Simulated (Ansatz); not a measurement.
# C₃H₉LiOSi: one species, many methods

One table from this session's results is given with a row withheld; the runs are named, their logs left out.

Program: Ansatz 0.2.0, Gaussian basis. Level of theory: functionals in def2-TZVPP, the program's frozen cores in correlated methods. These are calculated values, not measurements.

Plan: LDA (SPW92), PBE-D4, revPBE-D4, BLYP-D4, r2SCAN-D4, B97M-V, PBE0-D4, B3LYP-D4, r2SCANh-D4, r2SCAN0-D4, HSE06-D4, BHLYP-D4, CAM-B3LYP-D4, LC-ωPBE, ωB97X-V, ωB97M-V, B2PLYP, PBE-QIDH; CCSD(T)/def2-SVP; CCSD(T)/def2-TZVPP; MP2/def2-QZVPP; extrapolation to the limit; RPA on PBE.

### The geometry

All runs share one geometry, relaxed beforehand with PBE0-D4 in a triple-zeta def2 set.

SMILES `[Li][O][Si](C)(C)C`, 15 atoms, charge 0, spin multiplicity 1.

Atoms are counted from 1 here; the program's logs count them from 0.

Bond lengths: Li1–O2 1.616 Å, O2–Si3 1.604 Å, Si3–C4 1.883 Å, Si3–C5 1.883 Å, Si3–C6 1.883 Å, C4–H7 1.094 Å, C4–H8 1.094 Å, C4–H9 1.094 Å, C5–H10 1.094 Å, C5–H11 1.094 Å, C5–H12 1.094 Å, C6–H13 1.094 Å, C6–H14 1.094 Å, C6–H15 1.094 Å. Angles: Li1–O2–Si3 180.0°, O2–Si3–C4 111.4°, O2–Si3–C5 111.4°, O2–Si3–C6 111.4°, C4–Si3–C5 107.5°, C4–Si3–C6 107.5°, C5–Si3–C6 107.5°, Si3–C4–H7 110.9°, Si3–C4–H8 111.7°, Si3–C4–H9 110.9°, H7–C4–H8 107.8°, H7–C4–H9 107.7°, H8–C4–H9 107.8°, Si3–C5–H10 111.7°, Si3–C5–H11 110.9°, Si3–C5–H12 110.9°, H10–C5–H11 107.7°, H10–C5–H12 107.8° and more.

The first run:

Contents of in.yaml:

```yaml
crystal:
  periodic: [false, false, false]
  atoms:
    - {symbol: Li, position_ang: [2.143364, -0.702222, 2.718551]}
    - {symbol: O, position_ang: [1.161960, -0.382818, 1.475582]}
    - {symbol: Si, position_ang: [0.187489, -0.065039, 0.241276]}
    - {symbol: C, position_ang: [-1.363483, -1.131902, 0.299458]}
    - {symbol: C, position_ang: [1.038822, -0.391742, -1.406626]}
    - {symbol: C, position_ang: [-0.362786, 1.736135, 0.247843]}
    - {symbol: H, position_ang: [-1.107062, -2.194898, 0.261971]}
    - {symbol: H, position_ang: [-2.032733, -0.920349, -0.540039]}
    - {symbol: H, position_ang: [-1.922308, -0.957271, 1.223761]}
    - {symbol: H, position_ang: [0.379374, -0.177186, -2.253090]}
    - {symbol: H, position_ang: [1.932420, 0.230429, -1.513898]}
    - {symbol: H, position_ang: [1.350868, -1.437600, -1.483598]}
    - {symbol: H, position_ang: [0.498678, 2.407185, 0.179339]}
    - {symbol: H, position_ang: [-1.027608, 1.959946, -0.591994]}
    - {symbol: H, position_ang: [-0.898793, 1.976632, 1.170867]}
basis:
  gaussian: {orbitals: def2-TZVPP}
hamiltonian: {xc: lda}
output: {orbitals: {seedname: orbitals}}
```

The run is started by

```bash
$ ansatz run in.yaml --threads 2 --pin off --events-out ev --progress --plain --max-ram 32768MiB --backend cuda --devices 0, --max-vram 18GiB
```

Among the steps run: LDA; PBE-D4 (GGA); revPBE-D4 (GGA); BLYP-D4 (GGA); r2SCAN-D4 (meta-GGA); B97M-V (meta-GGA); B3LYP-D4 (hybrid); r2SCANh-D4 (hybrid); r2SCAN0-D4 (hybrid); HSE06-D4 (hybrid); BHLYP-D4 (hybrid); CAM-B3LYP-D4 (range-separated); LC-ωPBE (range-separated); ωB97X-V (range-separated); ωB97M-V (range-separated); B2PLYP (double hybrid); PBE-QIDH (double hybrid).

One table of the session follows, with a row left open; its other results are not shown here.

It belongs to the step «Orbital energies across the functionals». 

| functional | HOMO (eV) | LUMO (eV) | gap (eV) |
| --- | --- | --- | --- |
| LDA (SPW92) | -5.30 | -1.49 | 3.81 |
| PBE-D4 | -5.13 | -1.63 | 3.50 |
| revPBE-D4 | -5.06 | -1.74 | 3.31 |
| BLYP-D4 | -5.06 | -1.70 | 3.36 |
| r2SCAN-D4 | -5.36 | -0.91 | 4.45 |
| B97M-V | -5.45 | -1.47 | 3.98 |
| PBE0-D4 | -6.48 | -1.11 | 5.37 |
| B3LYP-D4 | -6.29 | -1.39 | 4.91 |
| r2SCANh-D4 | ? | ? | ? |
| r2SCAN0-D4 | -6.66 | -0.68 | 5.99 |
| HSE06-D4 | -6.08 | -1.38 | 4.69 |
| BHLYP-D4 | -7.81 | -0.86 | 6.95 |
| CAM-B3LYP-D4 | -7.92 | -0.74 | 7.18 |
| LC-ωPBE | -9.20 | -0.02 | 9.18 |
| ωB97X-V | -8.89 | -0.01 | 8.87 |
| ωB97M-V | -8.81 | -0.67 | 8.14 |

**Question.** Estimate the row for r2SCANh-D4.

Worked estimate for «HOMO (eV)». Against the share of exact exchange, r2SCAN-D4 (0, -5.36), r2SCAN0-D4 (0.25, -6.66) give a slope of -5.20 per unit share; at 0.1 the line stands at -5.88.

**Answer.** HOMO (eV): -5.88; LUMO (eV): -0.81; gap (eV): 5.07. In «HOMO (eV)» the line misses by 0.00.
